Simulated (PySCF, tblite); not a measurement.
# C7H10BP: geometry, infrared bands and NMR shifts

What infrared bands and NMR shifts should C7H10BP (`[BH3-][P+]12C=CC(C=C1)C=C2`) show?

The runs use tblite 0.8.0 and PySCF 2.14.0, with density-fitted response routines of our own; the level of theory stands in each step. All values are computed, except where a source is named. Atoms count from 0, in the outputs and in this text.

### 1 The molecule as given

19 atoms, charge 0, multiplicity 1; geometry from: force field or distance geometry start.

Bonds of the start (Å): B0–P1 1.90, P1–C2 1.78, C2–C3 1.36, C3–C4 1.55, C4–C5 1.53, C5–C6 1.36, C4–C7 1.54, C7–C8 1.36, C6–P1 1.80, C8–P1 1.79, B0–H9 1.18, B0–H10 1.19, B0–H11 1.19, C2–H12 1.08, C3–H13 1.07, C4–H14 1.11, C5–H15 1.10, C6–H16 1.09, C7–H17 1.10, C8–H18 1.08.

### 2 Optimising the geometry with GFN2-xTB

What the job is given:

```
{"job": {"kind": "relax", "xc": "GFN2-xTB", "basis": "xTB"}, "charge": 0, "multiplicity": 1}
B      2.768100    -0.337600    -0.292500
P      0.887100    -0.103800    -0.105200
C      0.163900     1.496400    -0.407500
C     -1.188600     1.538100    -0.244200
C     -1.880100     0.225800     0.203000
C     -1.221900    -0.220600     1.505500
C      0.123600    -0.414200     1.495500
C     -1.534100    -0.828500    -0.859300
C     -0.226400    -1.092300    -1.097500
H      3.072600    -0.057100    -1.400700
H      3.043100    -1.470500    -0.069300
H      3.323200     0.375400     0.476500
H      0.725200     2.369200    -0.703700
H     -1.748800     2.442300    -0.397300
H     -2.978500     0.369000     0.312700
H     -1.802400    -0.371600     2.422800
H      0.680000    -0.729600     2.378500
H     -2.321200    -1.364900    -1.404600
H      0.105400    -1.816200    -1.820100
```

On the command line:

```console
$ OMP_NUM_THREADS=1 python probes_run.py task.json out
```

This one command runs all jobs of the session in turn.

**Question.** This job is followed by: GFN2-xTB harmonic vibrations, gas phase; GIAO PBE0/pcSseg-1 NMR shielding, non-relativistic, gas phase. Predict these results of the whole session: strongest single infrared mode (GFN2-xTB); zero-point energy (GFN2-xTB); ¹³C shifts against TMS (PBE0/pcSseg-1, means over atoms taken as alike); ¹H shifts against TMS (PBE0/pcSseg-1, means over atoms taken as alike); ¹¹B shifts against BF3·OEt2 (PBE0/pcSseg-1); ³¹P shifts against H3PO4 (PBE0/pcSseg-1).

**Answer**, as computed:

| quantity | value |
| --- | --- |
| strongest single infrared mode (GFN2-xTB) | 1079 cm⁻¹, 202 km/mol |
| zero-point energy (GFN2-xTB) | 90.5 kcal/mol |
| ¹³C shifts against TMS (PBE0/pcSseg-1, means over atoms taken as alike) | 159.8, 143.9, 55.3 ppm |
| ¹H shifts against TMS (PBE0/pcSseg-1, means over atoms taken as alike) | 7.82, 7.16, 5.13, 1.22 ppm |
| ¹¹B shifts against BF3·OEt2 (PBE0/pcSseg-1) | -54.1 ppm |
| ³¹P shifts against H3PO4 (PBE0/pcSseg-1) | -42.2 ppm |

**Reading.** The optimisation took 16 steps and gained 0.314 eV; among the close pairs (by a distance rule), P1–C2 changed most, from 1.782 to 1.824 Å. No mode is imaginary among the 51: a minimum at this level. The strongest single mode, at 1079 cm⁻¹, moves mainly H11, H10 and H9. Unscaled tight-binding wavenumbers are off by several per cent, some by more. Its intensities can rank the bands wrongly. At PBE0/pcSseg-1: Shielding is most anisotropic at C3, C5, C7 (span 273 ppm, paramagnetic term -225 ppm).
